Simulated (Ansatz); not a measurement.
**AlBP2: energy against volume in PBE, exact exchange and the RPA**

An exercise on one series of results from a longer session: the logs are not shown, and one member is left open.

Code: Ansatz 0.2.0. PBE orbitals, norm-conserving pseudopotentials, plane waves. The calculation is spin-unpolarised, and the structure need not be a phase that has been made.

**The cell**

The cell was relaxed beforehand with r2SCAN; volume changes: +0 %, -5 %, +5 %, -10 %, +10 %.

The symmetry is P-4m2 (No. 115, tetragonal); a = 3.492 Å, c = 5.214 Å in the conventional setting, 15.89 Å³ an atom. B has 4 P at 2.06 Å; P has 2 B at 2.06 Å and 2 Al at 2.31 Å; Al has 4 P at 2.31 Å.

Structure file:

```cif
data_structure
_symmetry_space_group_name_H-M 'P 1'
_symmetry_Int_Tables_number 1
_cell_length_a 3.4921
_cell_length_b 3.4921
_cell_length_c 5.2136
_cell_angle_alpha 90.000
_cell_angle_beta 90.000
_cell_angle_gamma 90.000
_cell_volume 63.58
loop_
_atom_site_label
_atom_site_type_symbol
_atom_site_fract_x
_atom_site_fract_y
_atom_site_fract_z
_atom_site_occupancy
B1 B 0.00000 0.00000 0.00000 1
P1 P 0.00000 0.50000 0.20914 1
Al1 Al 0.50000 0.50000 0.50000 1
P2 P 0.50000 0.00000 0.79086 1
```

The first run:

Input file input.yaml:

```yaml
crystal:
  lattice:
    - [3.4921110866, 0.0, 0.0]
    - [0.0, 3.4921110866, 0.0]
    - [0.0, 0.0, 5.2135754143]
  atoms:
    - { symbol: B, position: [0.0, 0.0, 0.0] }
    - { symbol: P, position: [0.0, 0.5, 0.2091361162] }
    - { symbol: Al, position: [0.5, 0.5, 0.5] }
    - { symbol: P, position: [0.5, 0.0, 0.7908638838] }
kpoints:
  mp_grid: { grid: [4, 4, 2] }
hamiltonian:
  xc: pbe
  pseudopotentials: { kind: nc }
scf:
  occupations: { method: fixed }
output:
  rpa_energy:
    ecut_chi_ladder: [174, 195, 217, 240, 264]
    long_wavelength: optical_limit
  write_density: true
  write_potential: true
  elf: true
  volumetric_format: npy
basis:
  ecutwfc: 1116.0
```

Among the steps run: The unscaled cell; Volume -5 %; Volume +5 %; Volume -10 %; Volume +10 %.

One table of the session follows, with a row left open; its other results are not shown here.

Energies in meV/atom from the unscaled cell:

| volume (Å³/atom) | PBE | exact exchange | EXX+RPA | RPA correlation |
| --- | --- | --- | --- | --- |
| 14.305 | 83.4 | 99.2 | 49.5 | -49.6 |
| 15.100 | ? | ? | ? | ? |
| 15.895 | 0.0 | 0.0 | 0.0 | 0.0 |
| 16.689 | 6.1 | 6.5 | 21.2 | 14.7 |
| 17.484 | 34.9 | 40.4 | 65.0 | 24.6 |

Estimate the missing values for volume (Å³/atom) = 15.100.

Worked estimate for «PBE». A straight line through the neighbours (14.305, 83.4) and (15.895, 0.0) gives 83.4 + (0.0 − 83.4) × (15.100 − 14.305) / (15.895 − 14.305) = 41.7; a parabola fitted to 3 rows on both sides gives 25.8.

**Answer.** PBE: 23.0; exact exchange: 27.9; EXX+RPA: 6.6; RPA correlation: -21.3. In «PBE» the line misses by +18.7 and the parabola by +2.8.
